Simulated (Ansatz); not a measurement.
**GaB under changes of volume**

One of the cells (11.956 Å³/atom); the others are scaled copies at fixed shape and fractional positions:

```
CELL_PARAMETERS angstrom
2.71824 0.00000 0.00000
0.00000 2.71824 0.00000
0.00000 0.00000 3.23621
ATOMIC_POSITIONS crystal
Ga 0.50000 0.50000 0.50000
B 0.00000 0.00000 0.00000
```

The cell was built by a generator and needn't be a form met in nature.

- Program: Ansatz 0.2.0
- Functional: HSE06
- Potentials or basis: Ansatz PAW
- Cutoff: 420 eV (not typed: the program's choice for these potentials)
- k mesh: 5 × 5 × 4
- Occupations: fermi-dirac, width 0.05 eV
- Spin: no spin polarisation

```csv
volume (Å³/atom),energy over the lowest point (meV/atom),pressure (GPa)
11.239,2.67,3.2
11.478,0.00,0.5
11.717,1.18,-1.9
11.956,5.79,-4.1
12.195,?,?
12.434,24.04,-7.8
12.673,36.88,-9.3
```

**Question.** What does the run at 12.195 Å³/atom give?

**Answer.** Energy over the lowest point 13.56 meV/atom; pressure -6.1 GPa.

Worked out: A Birch-Murnaghan fit of order 3 (a polynomial in V^(-2/3)) to the other rows has its minimum at 11.52 Å³/atom with B0 = V·E''(V) = 123 GPa and B' = 4.7 at fixed shape and positions, which overstates the stiffness. It gives 13.55 meV/atom at 12.195 Å³/atom, against the run's 13.56, and -dE/dV = -6.1 GPa, against -6.1.

Energies are extrapolated to zero smearing.

Caveats: all runs use coarse meshes; the PAW data sets come from PBE, with cores solved anew for the run's functional, which leaves a small shift of forces and pressure; the thresholds are loose for stress.
